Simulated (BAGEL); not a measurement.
**RI-MP2/def2-SVP (density fitting with qzvpp-jkfit) run of CH6GaP (SMILES [CH3][GaH][PH2])**

Aim: the energy change on altering one bond length of CH6GaP at RI-MP2/def2-SVP (density fitting with qzvpp-jkfit), from 2 runs. 

The calculation is run with BAGEL 1.2.2.

22 further runs of the same task are left out: 2 that didn't finish, 20 set aside as unsound or not needed.

## (1) The molecule

CH6GaP has 9 atoms, charge 0, and is taken as a singlet. As SMILES, `[CH3][GaH][PH2]`. The shape comes from GFN2-xTB, which is rough for such elements, and wasn't checked as a minimum. This is one conformer, not always the lowest.

Bond lengths: C1–Ga2 2.047 Å, Ga2–P3 2.352 Å, C1–H4 1.094 Å, C1–H5 1.094 Å, C1–H6 1.095 Å, Ga2–H7 1.608 Å, P3–H8 1.402 Å, P3–H9 1.401 Å. Some angles: C1–Ga2–P3 125.7°, C1–Ga2–H7 114.7°, P3–Ga2–H7 119.5°, Ga2–C1–H4 111.1°, Ga2–C1–H5 111.1°, Ga2–C1–H6 111.3°, Ga2–P3–H8 89.1°, Ga2–P3–H9 89.0°, H4–C1–H5 107.2°, H4–C1–H6 107.9°.

## (2) The energy at RI-MP2/def2-SVP (density fitting with qzvpp-jkfit)

Input file calc.json:

```json
{ "bagel" : [

{
  "title" : "molecule",
  "basis" : "svp",
  "df_basis" : "qzvpp-jkfit",
  "angstrom" : true,
  "geometry" : [
    { "atom" : "C", "xyz" : [   -0.829830,    1.065430,   -0.632750 ] },
    { "atom" : "Ga", "xyz" : [    0.794930,   -0.157000,   -0.395180 ] },
    { "atom" : "P", "xyz" : [    1.168760,   -1.608600,    1.416820 ] },
    { "atom" : "H", "xyz" : [   -0.537040,    2.119220,   -0.613300 ] },
    { "atom" : "H", "xyz" : [   -1.322170,    0.884280,   -1.592760 ] },
    { "atom" : "H", "xyz" : [   -1.566390,    0.906940,    0.161520 ] },
    { "atom" : "H", "xyz" : [    1.870320,   -0.085030,   -1.588300 ] },
    { "atom" : "H", "xyz" : [    0.044620,   -2.349870,    1.026650 ] },
    { "atom" : "H", "xyz" : [    0.376800,   -0.775370,    2.217310 ] }
  ]
},
{ "title" : "hf" },
{ "title" : "mp2", "ncore" : 15 }

]}
```

Started as:

```console
$ BAGEL_NUM_THREADS=1 BAGEL calc.json > calc.out
```

What it wrote:

```text
* using 1 threads per process

  ===============================================================
  ===============================================================

  *** Geometry ***

  { "atom" : "C", "xyz" : [     -1.568151,      2.013371,     -1.195724 ] },
  { "atom" : "Ga", "xyz" : [      1.502200,     -0.296687,     -0.746782 ] },
  { "atom" : "P", "xyz" : [      2.208636,     -3.039813,      2.677402 ] },
  { "atom" : "H", "xyz" : [     -1.014859,      4.004745,     -1.158969 ] },
  { "atom" : "H", "xyz" : [     -2.498539,      1.671047,     -3.009880 ] },
  { "atom" : "H", "xyz" : [     -2.960048,      1.713868,      0.305229 ] },
  { "atom" : "H", "xyz" : [      3.534393,     -0.160683,     -3.001452 ] },
  { "atom" : "H", "xyz" : [      0.084320,     -4.440611,      1.940087 ] },
  { "atom" : "H", "xyz" : [      0.712049,     -1.465237,      4.190109 ] },

  Number of auxiliary basis functions:      577

  Since a DF basis is specified, we compute 2- and 3-index integrals:
    o Being stored without compression. Storage requirement is 0.041 GB

  Number of basis functions:       94
  Number of electrons      :       58

    * METHOD: MOLECULE                             0.29

  *** RHF ***

  === Nuclear Repulsion ===
   238.9285342440

      * DIIS with orbital gradients will be used.

  === RHF iteration (svp) ===
      0      -2304.84383984          0.01222103           0.12
      1      -2304.93421244          0.00613697           0.10
      2      -2304.95485936          0.00115161           0.10
      3      -2304.95653728          0.00032836           0.10
      4      -2304.95661552          0.00010184           0.11
      5      -2304.95663034          0.00002850           0.10
      6      -2304.95663167          0.00000826           0.10
      7      -2304.95663178          0.00000196           0.10
      8      -2304.95663179          0.00000079           0.10
      9      -2304.95663179          0.00000026           0.10
     10      -2304.95663179          0.00000009           0.10
     11      -2304.95663179          0.00000004           0.10
     12      -2304.95663179          0.00000002           0.10
     13      -2304.95663179          0.00000000           0.10
    * SCF iteration converged.

    * Permanent dipole moment:
           (    0.444144,    -0.233389,     0.044448) a.u.

    * METHOD: HF                                   1.69

  *** RHF ***

  === Nuclear Repulsion ===
   238.9285342440

      * DIIS with orbital gradients will be used.

  === RHF iteration (svp) ===
      0      -2304.95663179          0.00000000           0.10
    * SCF iteration converged.

    * Permanent dipole moment:
           (    0.444144,    -0.233389,     0.044448) a.u.

  === DF-MP2 calculation ===

    * freezing 15 orbitals
    * 3-index integral transformation done
    * assembly done

      MP2 correlation energy:   -0.4857876599      0.04

      MP2 total energy:       -2305.4424194464

    * METHOD: MP2                                  0.26

  ===============================================================
```

Run time: 2.5 s. Hardware: 1 thread of AMD EPYC 9R14 (Zen 4), shared host; peak memory 0.17 GiB.

## (3) The distorted shape at the same level

Input file input.json:

```json
{ "bagel": [

{
  "title": "molecule",
  "basis": "svp",
  "df_basis": "qzvpp-jkfit",
  "angstrom": true,
  "geometry": [
    { "atom": "C", "xyz": [   -0.239021,    1.282810,    0.519264 ] },
    { "atom": "Ga", "xyz": [    1.385739,    0.060380,    0.756834 ] },
    { "atom": "P", "xyz": [    1.759569,   -1.391220,    2.568834 ] },
    { "atom": "H", "xyz": [    0.053769,    2.336600,    0.538714 ] },
    { "atom": "H", "xyz": [   -1.322170,    0.884280,   -1.592760 ] },
    { "atom": "H", "xyz": [   -0.975581,    1.124320,    1.313534 ] },
    { "atom": "H", "xyz": [    2.461129,    0.132350,   -0.436286 ] },
    { "atom": "H", "xyz": [    0.635429,   -2.132490,    2.178664 ] },
    { "atom": "H", "xyz": [    0.967609,   -0.557990,    3.369324 ] }
  ]
},
{ "title": "hf" },
{ "title": "mp2", "ncore": 15 }

]}
```

Started as:

```console
$ BAGEL_NUM_THREADS=1 BAGEL input.json > input.out
```

What it wrote:

```text
* using 1 threads per process

  ===============================================================
  ===============================================================

  *** Geometry ***

  { "atom" : "C", "xyz" : [     -0.451684,      2.424160,      0.981267 ] },
  { "atom" : "Ga", "xyz" : [      2.618667,      0.114102,      1.430209 ] },
  { "atom" : "P", "xyz" : [      3.325104,     -2.629025,      4.854393 ] },
  { "atom" : "H", "xyz" : [      0.101609,      4.415534,      1.018022 ] },
  { "atom" : "H", "xyz" : [     -2.498539,      1.671047,     -3.009880 ] },
  { "atom" : "H", "xyz" : [     -1.843581,      2.124657,      2.482220 ] },
  { "atom" : "H", "xyz" : [      4.650860,      0.250105,     -0.824461 ] },
  { "atom" : "H", "xyz" : [      1.200787,     -4.029822,      4.117078 ] },
  { "atom" : "H", "xyz" : [      1.828516,     -1.054448,      6.367100 ] },

  Number of auxiliary basis functions:      577

  Since a DF basis is specified, we compute 2- and 3-index integrals:
    o Being stored without compression. Storage requirement is 0.041 GB

  Number of basis functions:       94
  Number of electrons      :       58

    * METHOD: MOLECULE                             0.29

  *** RHF ***

  === Nuclear Repulsion ===
   234.9866398639

      * DIIS with orbital gradients will be used.

  === RHF iteration (svp) ===
      0      -2304.59069084          0.01315570           0.11
      1      -2304.67584576          0.01102584           0.10
      2      -2304.75161445          0.00157050           0.10
      3      -2304.75541448          0.00031228           0.10
      4      -2304.75557776          0.00012863           0.10
      5      -2304.75560720          0.00005923           0.10
      6      -2304.75561233          0.00002330           0.10
      7      -2304.75561352          0.00000835           0.10
      8      -2304.75561369          0.00000378           0.10
      9      -2304.75561372          0.00000210           0.10
     10      -2304.75561373          0.00000066           0.10
     11      -2304.75561373          0.00000027           0.10
     12      -2304.75561373          0.00000010           0.10
     13      -2304.75561373          0.00000003           0.10
     14      -2304.75561373          0.00000001           0.10
     15      -2304.75561373          0.00000000           0.10
    * SCF iteration converged.

    * Permanent dipole moment:
           (   -0.087357,    -0.248650,    -0.887530) a.u.

    * METHOD: HF                                   1.85

  *** RHF ***

  === Nuclear Repulsion ===
   234.9866398639

      * DIIS with orbital gradients will be used.

  === RHF iteration (svp) ===
      0      -2304.75561373          0.00000000           0.10
    * SCF iteration converged.

    * Permanent dipole moment:
           (   -0.087357,    -0.248650,    -0.887531) a.u.

  === DF-MP2 calculation ===

    * freezing 15 orbitals
    * 3-index integral transformation done
    * assembly done

      MP2 correlation energy:   -0.5027527780      0.04

      MP2 total energy:       -2305.2583665106

    * METHOD: MP2                                  0.25

  ===============================================================
```

It took 2.6 s on 1 thread of AMD EPYC 9R14 (Zen 4), shared host; peak memory 0.17 GiB.

## (4) Outcome

At RI-MP2/def2-SVP (density fitting with qzvpp-jkfit), 15 core orbitals frozen:

| quantity | value |
| --- | --- |
| first shape: total energy | -2305.44242 Eh |
| first shape: correlation energy (15 core orbitals frozen) | -485.8 mEh |
| distorted shape: total energy | -2305.25837 Eh |
| distorted shape: correlation energy (15 core orbitals frozen) | -502.8 mEh |
| energy change with the C1–H5 bond stretched from 1.094 to 2.407 Å | 5.008 eV |

In words: One bond (distorted shape) is far stretched, which a spin-restricted single reference describes badly; perturbation theory on it can break down and give far too much correlation. With the C1–H5 bond stretched from 1.094 to 2.407 Å the energy rises by 5.01 eV (483 kJ/mol). The first shape isn't relaxed at this level, so the change isn't measured from a minimum. A restricted reference can't describe the breaking bond well at this length.
